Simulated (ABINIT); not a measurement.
A run of ABINIT 10.8.3 (patched build):

run.abi

```
# Pseudopotentials
pp_dirpath "./"
pseudos "Al.LDA_PW-JTH.xml, Cl.LDA_PW-JTH.xml"

# Structure
acell 3*1.0
rprim
     8.1950656050     0.0000000000     0.0000000000
     0.0000000000     8.1950656050     0.0000000000
     0.0000000000     0.0000000000     8.1950656050
ntypat 2
znucl 13 17
natom 4
typat 1 1 1 2
xred
     0.0000000000     0.5000000000     0.5000000000
     0.5000000000     0.0000000000     0.5000000000
     0.5000000000     0.5000000000     0.0000000000
     0.0000000000     0.0000000000     0.0000000000
chkprim 0
chksymtnons 0
tolsym 1.0e-6

# Plane-wave basis
ecut 25.0
pawecutdg 47.0

# k points
kptopt 1
ngkpt 7 7 7
nshiftk 1
shiftk 0.0 0.0 0.0

# Exchange and correlation
ixc 7

# Bands and occupations
nband 12
occopt 3
tsmear 0.05 eV

# SCF cycle
nstep 100
tolvrs 1.0e-9

# Output
iomode 3
prtwf 0
prtden 0
prteig 0
prtebands 0
enunit 2
```

Potentials or basis: JTH PAW LDA v2.0.

Run with:

```bash
$ abinit run.abi > log 2>&1
```

Hardware: 1 thread of Arm Neoverse V2 (shared host).

Task: How long does it take, and how much memory?

Result: It took 21 s on 1 thread of Arm Neoverse V2, on a shared host, peak memory 0.11 GiB. Counts: scf iterations 12, k points 20, bands 12, plane waves 3307.
